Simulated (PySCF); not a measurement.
Crystal: CFH3, in a box.

```
C F H
1.0
    12.00000    0.00000    0.00000
     0.00000   11.00000    0.00000
     0.00000    0.00000   11.00000
C F H
1 1 3
Direct
  0.48955 0.50101 0.49386
  0.58495 0.43343 0.47782
  0.41722 0.44103 0.48788
  0.48504 0.57039 0.42297
  0.49212 0.54425 0.58321
```

Base run:

* Program: PySCF 2.14.0
* Functional: TM
* Potentials or basis: cc-pvdz (all-electron)
* k mesh: 1 × 1 × 1
* Occupations: fixed
* Spin: no spin polarisation

Its results: gap between the frontier levels 9.43 eV.

Question: The run is repeated on the same cell with these changes: functional from TM to TASK. What comes out?

Answer: Gap between the frontier levels 11.74 eV.

Caveats: this is a molecule in a periodic box at the Γ point, so its band gap is the HOMO-LUMO gap; the basis of atomic orbitals isn't converged, which shifts pressures, moduli and gaps.

A k mesh can miss the band edges.

Not every run made on this cell is shown here.
